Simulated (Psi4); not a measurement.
**BF2HO (SMILES OB(F)F): BLYP/6-31G(d,p) (Cartesian functions)**

Aim: a structure relaxation of BF2HO. 

The calculation is run with Psi4 1.11.

## (1) The system as given

The species is BF2HO (5 atoms), typed as a singlet with charge 0. SMILES: `OB(F)F`. Geometry: a rough force-field guess. The run starts from this shape.

Bond lengths: O1–B2 1.404 Å, B2–F3 1.414 Å, B2–F4 1.410 Å, O1–H5 1.002 Å. Angles: O1–B2–F3 118.7°, O1–B2–F4 122.8°, F3–B2–F4 118.4°, B2–O1–H5 108.0°.

## (2) A structure relaxation at BLYP/6-31G(d,p) (Cartesian functions)

Contents of bf2ho.py:

```python
import psi4

psi4.set_memory(1600000000)
psi4.set_num_threads(1)
psi4.set_output_file('output.dat', False)

geom = psi4.geometry("""
O     -0.457800     0.949600     0.177800
B     -0.032000    -0.386400     0.103500
F      0.950900    -0.837700     1.015000
F     -0.504800    -1.285600    -0.874000
H      0.093600     1.486500    -0.463600
symmetry c1
""")

psi4.set_options({
    'scf_type': 'pk',
    'geom_maxiter': 40,
})

e_tot, wfn = psi4.optimize("blyp/6-31G**", return_wfn=True)
print(f'total energy {e_tot:.8f} hartree = {e_tot * 27.211386:.5f} eV')
print(geom.to_string(dtype='xyz', units='Angstrom'))
```

On the command line:

```
$ python bf2ho.py
```

output.dat:

```text
Psi4 1.11 release

gradient() will perform analytic gradient computation.

   => Loading Basis Set <=

    Name: 6-31G**
    Role: ORBITAL
    Keyword: BASIS

         ---------------------------------------------------------
                                   SCF
                              RKS Reference
                        1 Threads,   1525 MiB Core
         ---------------------------------------------------------

  ==> Geometry <==

    Molecular point group: c1
    Full point group: C1

    Geometry (in Angstrom), charge = 0, multiplicity = 1:

       Center              X                  Y                   Z               Mass
    ------------   -----------------  -----------------  -----------------  -----------------
         O           -0.471355006206     1.372367577802     0.083950372872    15.994914619570
         B           -0.045555006206     0.036367577802     0.009650372872    11.009305360000
         F            0.937344993794    -0.414932422198     0.921150372872    18.998403162730
         F           -0.518355006206    -0.862832422198    -0.967849627128    18.998403162730
         H            0.080044993794     1.909267577802    -0.557449627128     1.007825032230

  Running in c1 symmetry.

  Rotational constants: A =      0.30916  B =      0.29429  C =      0.15312 [cm^-1]
  Rotational constants: A =   9268.47232  B =   8822.59611  C =   4590.40780 [MHz]
  Nuclear repulsion =  106.486722213730474

  Charge       = 0
  Multiplicity = 1
  Electrons    = 32
  Nalpha       = 16
  Nbeta        = 16

  ==> Algorithm <==

  SCF Algorithm Type is PK.
  DIIS enabled.
  MOM disabled.
  Fractional occupation disabled.
  Guess Type is SAD.
  Energy threshold   = 1.00e-08
  Density threshold  = 1.00e-08
  Integral threshold = 1.00e-12

  ==> Primary Basis <==

[... 109 lines left out ...]
   @RKS iter   6:  -300.46317780653084   -2.25226e-04   4.25269e-05 DIIS
[... 326 lines left out ...]
   @RKS iter   2:  -300.46982835048777   -1.65016e-04   2.10425e-04 ADIIS/DIIS
[... 254 lines left out ...]
                        Total Energy        Delta E     RMS |[F,P]|
[... 151 lines left out ...]
	  Convergence Criteria     1.00e-06 *    3.00e-04 *             o    1.20e-03 *             o
[... 249 lines left out ...]
	                                 ==> Convergence Check <==
[... 166 lines left out ...]
 Dipole Y            :         -2.4229720            2.9921673            0.5691953
[... 241 lines left out ...]
    VV10 Nonlocal Energy =                  0.0000000000000000
[... 255 lines left out ...]
    One-Electron Energy =                -610.9091062877466811
[... 247 lines left out ...]
    Final Occupation by Irrep:
[... 249 lines left out ...]
   @RKS iter   9:  -300.47820265878767   -5.44389e-10   4.80268e-08 DIIS
[... 255 lines left out ...]
   @RKS iter   6:  -300.48664187810078   -6.78578e-07   3.88035e-06 DIIS
[... 255 lines left out ...]
   @RKS iter   3:  -300.48714817034738   -1.95967e-03   1.79372e-04 ADIIS/DIIS
[... 255 lines left out ...]
   @RKS iter   0:  -300.55356149281442   -3.00554e+02   5.58004e-03
[... 150 lines left out ...]
	  Convergence Criteria     1.00e-06 *    3.00e-04 *             o    1.20e-03 *             o
[... 249 lines left out ...]
	                                 ==> Convergence Check <==
[... 208 lines left out ...]
    Weights Tolerance      =       1.00E-15
[... 276 lines left out ...]
    Weights Tolerance      =       1.00E-15
[... 36 lines left out ...]
	        --- Internal Coordinate Step in ANG or DEG, aJ/ANG or AJ/DEG ---
	-------------------------------------------------------------------------------
	           Coordinate      Previous         Force          Change          New
	           ----------      --------        ------          ------        ------
	               R(1,2)       1.36385       -0.00036       -0.00006       1.36378
	               R(1,5)       0.97464       -0.00014       -0.00002       0.97462
	               R(2,3)       1.33481        0.00036       -0.00001       1.33480
[... 6 lines of this table left out ...]
	           D(4,2,1,5)       0.01109       -0.00000       -0.00950       0.00158
	-------------------------------------------------------------------------------

	                                 ==> Convergence Check <==

	Measures of convergence in internal coordinates in au.

	Criteria marked as inactive (o), active & met (*), and active & unmet ( ).

	----------------------------------------------------------------------------------------------
	   Step    Total Energy     Delta E     Max Force     RMS Force      Max Disp      RMS Disp
	----------------------------------------------------------------------------------------------
	  Convergence Criteria     1.00e-06 *    3.00e-04 *             o    1.20e-03 *             o
	----------------------------------------------------------------------------------------------
	    15    -300.48805117   -1.06e-08 *    1.38e-04 *    5.94e-05 o    4.76e-04 *    2.35e-04 o  ~
	----------------------------------------------------------------------------------------------

Next Geometry in Ang
	Fragment 1 (Ang)

	    O  -0.0853440310   1.3971965424   0.0627622030
	    B   0.0006585832   0.0372700518   0.0070626946
	    F   0.6024274931  -0.6190394655   1.0014635199
	    F  -0.5021527780  -0.6721261434  -1.0203912018
	    H  -0.5438238246   1.7622982288  -0.7159400657

    Final optimized geometry and variables:
    Molecular point group: c1
    Full point group: C1

    Geometry (in Angstrom), charge = 0, multiplicity = 1:

    O           -0.085291421064     1.397260206459     0.062761091931
    B            0.000571233678     0.037265711496     0.006918327977
    F            0.602334127574    -0.619051465399     1.001327961184
    F           -0.502008002267    -0.672407129889    -1.020201884770
    H           -0.543840495224     1.762531891441    -0.715848346217

[set-up sections that repeat, and orbital energies of the middle runs, are left out above]
```

On the terminal:

```text
Optimizer: Optimization complete!
total energy -300.48805117 hartree = -8176.69635 eV
5
0 1 BF2HO
O                    -0.085291421064     1.397260206459     0.062761091931
B                     0.000571233678     0.037265711496     0.006918327977
F                     0.602334127574    -0.619051465399     1.001327961184
F                    -0.502008002267    -0.672407129889    -1.020201884770
H                    -0.543840495224     1.762531891441    -0.715848346217
```

Wall time 37 s (1 thread of Intel Xeon 6975P-C (Granite Rapids), shared host); peak memory 0.46 GiB.

Steps, from the record of the run:

| step | energy from the first frame kept (eV) | largest force (eV/Å) |
| --- | --- | --- |
| 0 | 0.0000 | 2.7510 |
| 1 | -0.1831 | 2.0330 |
| 2 | 0.0266 | 3.6746 |
| 3 | -0.2210 | 1.2575 |
| 4 | -0.3139 | 0.3753 |
| 5 | -0.4007 | 0.7971 |
| 6 | 2.0450 | 5.7588 |
| 7 | 0.9255 | 5.1127 |
| 8 | -0.4088 | 2.1388 |
| 9 | -0.6384 | 0.9901 |
| 10 | -0.6535 | 1.0744 |
| 11 | -0.3731 | 4.9240 |
| 12 | -0.6760 | 0.1627 |
| 13 | -0.6767 | 0.0296 |
| 14 | -0.6767 | 0.0125 |

After the run. Bond lengths: O1–B2 1.364 Å, B2–F3 1.335 Å, B2–F4 1.346 Å, O1–H5 0.975 Å. Angles: O1–B2–F3 119.2°, O1–B2–F4 122.2°, F3–B2–F4 118.5°, B2–O1–H5 111.8°.

## (3) What came out

At BLYP/6-31G** (Cartesian functions):

| quantity | value |
| --- | --- |
| total energy at the end | -300.48805 Eh |
| dipole moment | 1.92 D |
| HOMO energy | -8.14 eV |
| LUMO energy | 0.76 eV |
| HOMO–LUMO gap | 8.89 eV |

In words: At the final geometry: Bond lengths: O1–B2 1.364 Å, B2–F3 1.335 Å, B2–F4 1.346 Å, O1–H5 0.975 Å. Angles: O1–B2–F3 119.2°, O1–B2–F4 122.2°, F3–B2–F4 118.5°, B2–O1–H5 111.8°. The optimisation took 15 steps and changed the energy by -0.677 eV.
